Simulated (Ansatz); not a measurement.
**InHClO−: an energy map over bond length O1–In2 and angle O1–In2–H4**

Method: RKS B3LYP-D4/def2-TZVPD; program: Ansatz 0.2.0.

### Step 1. Starting geometry

SMILES `[O-][InH][Cl]`, 4 atoms, charge -1, spin multiplicity 1.

Atoms are counted from 1 here; the program's logs count them from 0.

Bond lengths: O1–In2 1.927 Å, In2–Cl3 2.567 Å, In2–H4 1.749 Å. Angles: O1–In2–Cl3 119.4°, O1–In2–H4 143.3°, Cl3–In2–H4 97.3°.

As a file:

```
atom     x (Å)     y (Å)     z (Å)
  O1  -2.01439  -0.65383   0.24419
 In2  -0.29556   0.13017  -0.13534
 Cl3   1.81502  -0.89638   0.90452
  H4   0.49493   1.42003  -1.01339
```

### Step 3. The grid

The axes are (1) bond length O1–In2: 11 values from 1.664 to 2.364 Å; (2) angle O1–In2–H4: 11 values from 98.8 to 179.0 °.

Nothing else is relaxed (all other coordinates rigid). Energies count from the relaxed molecule at the same level.

(The set-up runs are not shown.)

### Step 4. Point bond length O1–In2 = 1.734 Å, angle O1–In2–H4 = 146.9°

Input file input.yaml:

```yaml
crystal:
  periodic: [false, false, false]
  atoms:
    - { symbol: O, position_ang: [-1.927361, -0.713934, 0.300531] }
    - { symbol: In, position_ang: [-0.433371, 0.067322, -0.104916] }
    - { symbol: Cl, position_ang: [1.640112, -0.959888, 0.930825] }
    - { symbol: H, position_ang: [0.34734, 1.348322, -0.977474] }
total_charge: -1
basis:
  gaussian: { orbitals: def2-TZVPD }
hamiltonian:
  xc: { name: B3LYP }
  dispersion: d4
output:
  forces: true
```

The run is started by

```bash
$ ansatz run input.yaml --threads 1 --pin off --max-ram 2560MiB --backend cpu --events-out ev --progress --plain --runs-dir out
```

Q: Estimate wall time and peak memory on 1 thread of Arm Neoverse V1, shared host.

About 6.5 s, with a peak of 0.29 GiB.
